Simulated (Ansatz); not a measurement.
# MgAu: the cost of one run

All numbers are computed with the Python package of Ansatz 0.2.0. Level of theory: DFT LDA, plane waves, PAW.

**1. Starting point**

Symmetry: Pm-3m, No. 221, cubic system. Conventional cell: a = 3.259 Å, b = 3.259 Å, c = 3.259 Å, α = 90.00°, β = 90.00°, γ = 90.00°. Mg (site symmetry m-3m) is surrounded by 8 Au at 2.82 Å. Around Au (site symmetry m-3m) lie 8 Mg at 2.82 Å.

The script holds or builds the structure itself.

**2. The code**

File slab_mgau.py:

```python
"""Slab calculation for MgAu."""

import ansatz
from ase import Atoms
from ase.build import surface
import numpy as np

atoms = Atoms(
    ["Mg", "Au"],
    scaled_positions=[
        [0.5, 0.5, 0.5],
        [0.0, 0.0, 0.0],
    ],
    cell=[
        [3.259, 0.0, 0.0],
        [0.0, 3.259, 0.0],
        [0.0, 0.0, 3.259],
    ],
    pbc=True,
)
# Miller indices count the vectors of the cell as typed
slab = surface(atoms, (0, 1, 0), 3, vacuum=6.0)
slab.pbc = True

print(slab.get_chemical_formula(), "area {:.3f} A^2, cell height {:.2f} A".format(np.linalg.norm(np.cross(slab.cell[0], slab.cell[1])), slab.cell[2, 2]))


def prepared(structure):
    return (
        ansatz.Crystal.from_ase(structure).calculation()
        .scf(max_iterations=150)
        .functional("lda")
        .occupations("Fermi-Dirac", width=0.01)
        .basis(20 * ansatz.Ha)
    )


calc = (
    prepared(slab)
    .kpoints(5, 5, 1)
    .electric_field(axis=3, dipole_correction=True)
    .potential()
    .forces()
)
out = calc.run(threads=1, pin="off")
data = out.report

print(f"slab free energy {data['free_energy_ev']:.4f} eV, Fermi level {data['fermi_energy_ev']:.3f} eV")
face = data["work_function"]
print("work function (eV), upper and lower face:", *(round(face[k], 3) for k in ("phi_plus_ev", "phi_minus_ev") if face.get(k) is not None))
print(f"dipole {face['dipole_moment_e_ang']:+.4f} e A")

print("z (A) and force along z (eV/A)")
for site, force in sorted(zip(out.lattice.sites, data["forces_ev_ang"]), key=lambda pair: pair[0].position_ang[2]):
    print(f"{site.symbol:3s} {site.position_ang[2]:8.3f} {force[2]:9.4f}")
```

**3. Running it**

The run is started by

```
$ python slab_mgau.py
```

**Question.** How long does this script take on 1 thread of Arm Neoverse V1, shared host, and how much memory does it need?

About 15 s, with a peak of 0.54 GiB.
